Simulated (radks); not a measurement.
# Fractional charge and spin in the 6s shell of barium

Aim: the energy as the spin-up occupation of 6s runs from 0 to 1 and the spin-down one from 0 to 1, against the two flat planes that join the four corners. Added charge counts from the emptiest corner (up 0, down 0).

Program: radks (a radial shooting solver on a logarithmic mesh, Libxc functionals) version 1. Level of theory: scalar-relativistic Kohn-Sham, PBE, spin-polarised, spherical densities, point nucleus. These are calculated values, not measurements, unless marked.

## 1. The system

| Quantity | Value |
| --- | --- |
| element | barium (Z = 56) |
| configuration | [Xe] 6s(up 1, down 1) |

A shell typed twice in an input gives spin up, then spin down.

## 2. 6s: up 1, down 1

The run's settings:

```text
Z 56
configuration [Xe] 6s1 6s1
relativity scalar-relativistic
functional pbe,pbe
spin polarised
nucleus point
c 137.035999084
```

## 3. 6s: up 1, down 0.5

The run's settings:

```text
Z 56
configuration [Xe] 6s1 6s0.5
relativity scalar-relativistic
functional pbe,pbe
spin polarised
nucleus point
c 137.035999084
```

## 4. 6s: up 1, down 0

The run's settings:

```text
Z 56
configuration [Xe] 6s1 6s0
relativity scalar-relativistic
functional pbe,pbe
spin polarised
nucleus point
c 137.035999084
```

## 5. 6s: up 0.5, down 0.5

The run's settings:

```text
Z 56
configuration [Xe] 6s0.5 6s0.5
relativity scalar-relativistic
functional pbe,pbe
spin polarised
nucleus point
c 137.035999084
```

## 6. 6s: up 0.5, down 0

The run's settings:

```text
Z 56
configuration [Xe] 6s0.5 6s0
relativity scalar-relativistic
functional pbe,pbe
spin polarised
nucleus point
c 137.035999084
```

## 7. 6s: up 0, down 0

The run's settings:

```text
Z 56
configuration [Xe] 6s0 6s0
relativity scalar-relativistic
functional pbe,pbe
spin polarised
nucleus point
c 137.035999084
```

Before running it: what results should come out? Wanted: for each run, down \ up; 0; 0.5; 1.

The runs gave:

```csv
down \ up,0,0.5,1
0,0.000,-0.579,0.000
0.5,-0.579,0.157,-0.503
1,0.000,-0.503,0.000
```

**Reading.** The table gives the energy in eV minus the planes, whose edge runs along up + down = one added electron; mirror points follow by spin symmetry. With half an added electron in each spin it lies 0.16 eV above the planes (the fractional-spin error, which spoils stretched bonds). With half an electron added in spin up alone it lies 0.58 eV below them (the fractional-charge error). For a frontier s shell over closed shells the exact functional lies on the planes.
